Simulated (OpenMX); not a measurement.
HfIn4SiO6:

```
Hf In Si O
1.0
     5.27743    0.00000    0.00000
    -2.63872    4.57039    0.00000
     0.00000    0.00000   10.55905
Hf In Si O
1 4 1 6
Direct
  0.00000 0.00000 0.00000
  0.33333 0.66667 0.30446
  0.33333 0.66667 0.69554
  0.66667 0.33333 0.78919
  0.66667 0.33333 0.21081
  0.33333 0.66667 0.00000
  0.30634 0.37162 0.89972
  0.62838 0.69366 0.10028
  0.62838 0.93471 0.89972
  0.06529 0.37162 0.10028
  0.06529 0.69366 0.89972
  0.30634 0.93471 0.10028
```

The cell was built by a generator and needn't be a form met in nature.

Base run:

| Item | Value |
| --- | --- |
| Program | OpenMX 3.8.5 |
| Functional | PBE |
| Potentials or basis | OpenMX 2013 PBE set, Hf7.0-s3p2d2f1, In7.0-s3p2d2, Si7.0-s2p2d1, O6.0-s2p2d1, grid cutoff 500 Ry |
| k mesh | 7 × 7 × 3 |
| Occupations | fermi-dirac, width 0.05 eV |
| Spin | no spin polarisation |

Its results: band gap on the k mesh 0.26 eV, indirect (least direct gap 1.78 eV); pressure 0.4 GPa; largest force 0.409 eV/Å.

Q: The run is repeated on the same cell with these changes: functional from PBE to LDA; potentials or basis from OpenMX 2013 PBE set, Hf7.0-s3p2d2f1, In7.0-s3p2d2, Si7.0-s2p2d1, O6.0-s2p2d1, grid cutoff 500 Ry to OpenMX 2013 LDA set, Hf7.0-s3p2d2f1, In7.0-s3p2d2, Si7.0-s2p2d1, O6.0-s2p2d1, grid cutoff 500 Ry. What comes out?

A: Band gap on the k mesh 0.32 eV, indirect (least direct gap 1.83 eV); pressure -4.9 GPa; largest force 0.563 eV/Å.

Caveats: spin-orbit coupling is left out, which moves the levels of the heavy elements; the basis of atomic orbitals isn't converged, which shifts pressures, moduli and gaps.

A k mesh can miss the band edges.
